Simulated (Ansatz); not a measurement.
# KF: a single-point run

The task is a single-point run on KF. The structure is shown as the input types it.

Method: density functional or hybrid calculation with the settings of its input, plane waves (as first typed), in Ansatz 0.2.0.

1 further run of the same task is left out (it didn't finish).

## Step 1: The starting structure

Symmetry: Fm-3m, No. 225, cubic system. Conventional cell: a = 5.318 Å, b = 5.318 Å, c = 5.318 Å, α = 90.00°, β = 90.00°, γ = 90.00°. Around K (site symmetry m-3m) lie 6 F at 2.66 Å. F (site symmetry m-3m) has 6 K at 2.66 Å as nearest neighbours.

Coordinates:

```xyz
2
Lattice="0.0000 2.6590 2.6590 2.6590 0.0000 2.6590 2.6590 2.6590 0.0000" Properties=species:S:1:pos:R:3 pbc="T T T"
K     0.0000    0.0000    0.0000
F     2.6590    2.6590    2.6590
```

## Step 2: Running it

File input.yaml:

```yaml
crystal:
  lattice:
    - [0.0, 2.6589605792, 2.6589605792]
    - [2.6589605792, 0.0, 2.6589605792]
    - [2.6589605792, 2.6589605792, 0.0]
  atoms:
    - { symbol: K, position: [0.0, 0.0, 0.0] }
    - { symbol: F, position: [0.5, 0.5, 0.5] }
kpoints:
  mp_grid: { grid: [6, 6, 6] }
hamiltonian:
  xc: r2scan
scf:
  occupations: { method: gaussian, width: 1.5 }
  n_extra_bands: 4
output:
  forces: true
  stress: true
  eigenvalues: true
```

The run is started by

```sh
> ansatz run input.yaml --threads 4 --pin off --max-ram 3686MiB --backend cpu --events-out ev --progress --plain --runs-dir out
```

**Question.** How will this run end, and is anything wrong with its input?

The program finished normally. Convergence says nothing about whether the input makes sense.

In the input, scf.occupations.method is gaussian; scf.occupations.width is 1.5. A smearing of this width stands for electrons at many thousands of kelvin; it empties bonding states and fills antibonding ones.

The test: delete scf.occupations.width (the default then holds) and set scf.occupations.method to fixed.
